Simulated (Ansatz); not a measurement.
# Cs (fcc type): the cost of one run

Computed with Ansatz 0.2.0 (DFT, PBEsol, PAW with Ansatz's default frozen-core files, scalar-relativistic, unless a step's input says otherwise).

## 1. The system as given

Symmetry: Fm-3m, No. 225, cubic system. Conventional cell: a = 7.616 Å, b = 7.616 Å, c = 7.616 Å, α = 90.00°, β = 90.00°, γ = 90.00°.

As a file:

```xyz
1
Lattice="0.0000 3.8081 3.8081 3.8081 0.0000 3.8081 3.8081 3.8081 0.0000" Properties=species:S:1:pos:R:3 pbc="T T T"
Cs    0.0000    0.0000    0.0000
```

## 2. Cell relaxed at zero pressure, PAW

Input file input.yaml:

```yaml
crystal:
  lattice:
    - [0.0, 3.8081082638, 3.8081082638]
    - [3.8081082638, 0.0, 3.8081082638]
    - [3.8081082638, 3.8081082638, 0.0]
  atoms:
    - { symbol: Cs, position: [0.0, 0.0, 0.0] }
kpoints:
  mp_grid: { grid: [9, 9, 9] }
scf:
  occupations: { method: fermi_dirac, width: 0.05 }
hamiltonian:
  xc: pbesol
  pseudopotentials: { kind: paw }
output:
  forces: true
  stress: true
  write_density: true
  write_potential: true
  elf: true
  volumetric_format: npy
relax:
  f_tol: 0.005
  max_steps: 40
  cell: {}
```

On the command line:

```console
> ansatz run input.yaml --threads 1 --pin off --max-ram 3584MiB --backend cpu --events-out ev --progress --plain --runs-dir out
```

**Question.** How long does this run take on 1 thread of Arm Neoverse V2, shared host, and how much memory does it need?

About 4.4 s, with a peak of 0.36 GiB.
